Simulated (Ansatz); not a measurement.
# C₂H₄BCl: one species, many methods

Aim: compute C₂H₄BCl with functionals from several rungs and with coupled cluster, and see how far each lands from CCSD(T) at the basis-set limit for the atomisation energy.

The runs use Ansatz 0.2.0, Gaussian basis; functionals in def2-TZVPP, the program's frozen cores in correlated methods.

Levels to be run: LDA (SPW92), PBE-D4, revPBE-D4, BLYP-D4, r2SCAN-D4, B97M-V, PBE0-D4, B3LYP-D4, r2SCANh-D4, r2SCAN0-D4, HSE06-D4, BHLYP-D4, CAM-B3LYP-D4, LC-ωPBE, ωB97X-V, ωB97M-V, B2PLYP, PBE-QIDH; CCSD(T)/def2-SVP; CCSD(T)/def2-TZVPP; MP2/def2-QZVPP; extrapolation to the limit; RPA on PBE.

### Step 1. The relaxed structure

An earlier PBE0-D4 in a triple-zeta def2 set relaxation fixed the geometry.

SMILES `BC(=C)Cl`, 8 atoms, charge 0, spin multiplicity 1.

Atoms are counted from 1 here; the program's logs count them from 0.

Bond lengths: B1–C2 1.537 Å, B1–H5 1.192 Å, B1–H6 1.195 Å, C2–C3 1.337 Å, C2–Cl4 1.742 Å, C3–H7 1.085 Å, C3–H8 1.084 Å. Angles: C2–B1–H5 121.8°, C2–B1–H6 117.2°, H5–B1–H6 120.9°, B1–C2–C3 121.8°, B1–C2–Cl4 119.3°, C3–C2–Cl4 118.9°, C2–C3–H7 123.1°, C2–C3–H8 118.8°, H7–C3–H8 118.1°.

### Step 2. LDA

This LDA is Slater exchange with PW92 correlation.

Contents of in.yaml:

```yaml
crystal:
  periodic: [false, false, false]
  atoms:
    - {symbol: B, position_ang: [-0.436022, 1.160530, -0.380015]}
    - {symbol: C, position_ang: [-0.184545, -0.349926, -0.245563]}
    - {symbol: C, position_ang: [0.688704, -0.842064, 0.639157]}
    - {symbol: Cl, position_ang: [-1.058713, -1.454360, -1.271090]}
    - {symbol: H, position_ang: [-1.214558, 1.600349, -1.167658]}
    - {symbol: H, position_ang: [0.183784, 1.884478, 0.341307]}
    - {symbol: H, position_ang: [0.882584, -1.903311, 0.752251]}
    - {symbol: H, position_ang: [1.230966, -0.152698, 1.275711]}
basis:
  gaussian: {orbitals: def2-TZVPP}
hamiltonian: {xc: lda}
output: {orbitals: {seedname: orbitals}}
```

Launch:

```console
$ ansatz run in.yaml --threads 2 --pin off --events-out ev --progress --plain --max-ram 4352MiB
```

After this run come: PBE-D4 (GGA); revPBE-D4 (GGA); BLYP-D4 (GGA); r2SCAN-D4 (meta-GGA); B97M-V (meta-GGA); B3LYP-D4 (hybrid); r2SCANh-D4 (hybrid); r2SCAN0-D4 (hybrid); HSE06-D4 (hybrid); BHLYP-D4 (hybrid); CAM-B3LYP-D4 (range-separated); LC-ωPBE (range-separated); ωB97X-V (range-separated); ωB97M-V (range-separated); B2PLYP (double hybrid); PBE-QIDH (double hybrid); CCSD(T) in def2-SVP; CCSD(T) in def2-TZVPP; MP2 in def2-QZVPP; RPA on PBE orbitals.

Q: Predict the results of all the runs planned. Wanted: atomisation energy, CCSD(T)/CBS; farthest beyond LDA; mean size of error, GGA; mean size of error, meta-GGA; mean size of error, hybrid; mean size of error, range-separated; mean size of error, double hybrid; gap, smallest and largest; T1 diagnostic.

As calculated:

| quantity | value |
| --- | --- |
| atomisation energy, CCSD(T)/CBS | 2999.6 kJ/mol |
| functionals within 15.0 kJ/mol (0.5 %) | r2SCAN0-D4, LC-ωPBE, ωB97X-V, B2PLYP |
| farthest beyond LDA | PBE-D4 (+95.3 kJ/mol) |
| mean size of error, GGA | 45.0 kJ/mol |
| mean size of error, meta-GGA | 34.7 kJ/mol |
| mean size of error, hybrid | 32.8 kJ/mol |
| mean size of error, range-separated | 16.4 kJ/mol |
| mean size of error, double hybrid | 12.3 kJ/mol |
| gap, smallest and largest | 3.21 eV (LDA (SPW92)), 10.31 eV (LC-ωPBE) |
| T1 diagnostic | 0.0110 |
| triples share of the correlation energy | 4.4 % |

What this shows: LDA overbinds by 443.2 kJ/mol (15 %). PBE-D4 is off by +95.3 kJ/mol. Double hybrids carry the basis error of their MP2 part in triple zeta, and no dispersion term here, so their miss is partly the set-up's. Taken by rung, double hybrid functionals do best (12.3 kJ/mol on average) and GGA ones worst beyond LDA (45.0 kJ/mol). The gap between the best rungs is small, so their order is not settled. The reference freezes the cores and leaves out relativity and excitations past (T), so misses under about 15.0 kJ/mol can't be ranked. Hartree-Fock recovers 76 % of the binding; the rest is correlation. CCSD(T) in def2-SVP is off by -127.5 kJ/mol, more than most functionals: a good method in a small basis is no reference. Orbital gaps span 3.2 to 10.3 eV; exact exchange widens them. The restricted reference is unstable towards a spin-broken one.
